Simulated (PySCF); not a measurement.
# InTe at other levels of theory

Starting from one script, swap the method and compare what comes out for InTe.

The runs use PySCF 2.14.0; each script names its method and basis.

9 further runs of the same task are left out: 2 for a known fault of the program, 7 that didn't finish.

### 1 Starting geometry

InTe: 2 atoms, charge 0, spin multiplicity 2.

Bond lengths: In1–Te2 2.710 Å.

### 2 Base script

Input file input.py:

```python
from pyscf import gto, scf
from pyscf.prop.polarizability import uhf as pol

mol = gto.M(
    atom='In 0 0 0; Te 0 0 2.71',
    basis='def2-svp',
    ecp={'In': 'def2-svp', 'Te': 'def2-svp'},
    charge=0,
    spin=1,
    symmetry=True,
    verbose=4,
)
mf = scf.UHF(mol)
mf.kernel()
print('polarizability (a.u.)')
print(pol.Polarizability(mf).polarizability().round(4))
mf.dip_moment()
print('orbital energies (hartree):', [e[max(0, n-3):n+3].round(4) for e, n in zip(mf.mo_energy, mol.nelec)])
```

Run with:

```bash
$ OMP_NUM_THREADS=1 python input.py
```

Its log is not repeated here.

In short: E(SCF) = -456.245644 Eh, ⟨S²⟩ = 0.795, μ = 4.70 D, α(xx, yy, zz) = 25.9, 25.9, 127.0 bohr³.

The bond length is a typed value, not an optimised one.

### 3 Gradient

Variant 1 changes step after the SCF: polarizability → gradient.

Input file input.py:

```python
from pyscf import gto, scf

mol = gto.M(
    atom='In 0 0 0; Te 0 0 2.71',
    basis='def2-svp',
    ecp={'In': 'def2-svp', 'Te': 'def2-svp'},
    charge=0,
    spin=1,
    symmetry=True,
    verbose=4,
)
mf = scf.UHF(mol)
mf.kernel()
mf.nuc_grad_method().kernel()
mf.dip_moment()
print('orbital energies (hartree):', [e[max(0, n-3):n+3].round(4) for e, n in zip(mf.mo_energy, mol.nelec)])
```

Run with:

```bash
$ OMP_NUM_THREADS=1 python input.py
```

### 4 ROHF

Variant 2 changes SCF type: UHF → ROHF.

Input file input.py:

```python
from pyscf import gto, scf
from pyscf.prop.polarizability import rhf as pol

mol = gto.M(
    atom='In 0 0 0; Te 0 0 2.71',
    basis='def2-svp',
    ecp={'In': 'def2-svp', 'Te': 'def2-svp'},
    charge=0,
    spin=1,
    symmetry=True,
    verbose=4,
)
mf = scf.ROHF(mol)
mf.kernel()
print('polarizability (a.u.)')
print(pol.Polarizability(mf).polarizability().round(4))
mf.dip_moment()
print('orbital energies (hartree):', mf.mo_energy[..., max(0, mol.nelec[1]-3):mol.nelec[0]+3].round(4))
```

### 5 SCF alone

Variant 3 changes step after the SCF: polarizability → none.

Edit input.py of step 2 so:

```diff
@@ -1,3 +1,2 @@
 from pyscf import gto, scf
-from pyscf.prop.polarizability import uhf as pol
 
@@ -14,4 +13,2 @@
 mf.kernel()
-print('polarizability (a.u.)')
-print(pol.Polarizability(mf).polarizability().round(4))
 mf.dip_moment()
```

Q: Predict the outcome of this session. Wanted: for each run, E(SCF); from base; gap, α spin; SCF dipole.

**Answer**, as computed:

| run | E(SCF) (hartree) | from base (eV) | cycles | gap, α spin (eV) | SCF dipole (D) |
| --- | --- | --- | --- | --- | --- |
| base | -456.245644 | 0 | 17 | 8.36 | 4.70 |
| gradient | -456.245644 | 0.0000 | 17 | 8.36 | 4.70 |
| ROHF | -456.238474 | +0.1951 | 13 | n/a | 4.60 |
| SCF alone | -456.245644 | 0.0000 | 17 | 8.36 | 4.70 |

What this shows: Total energies from different bases, Hamiltonians or methods carry different errors, so properties are taken as differences within one set-up.
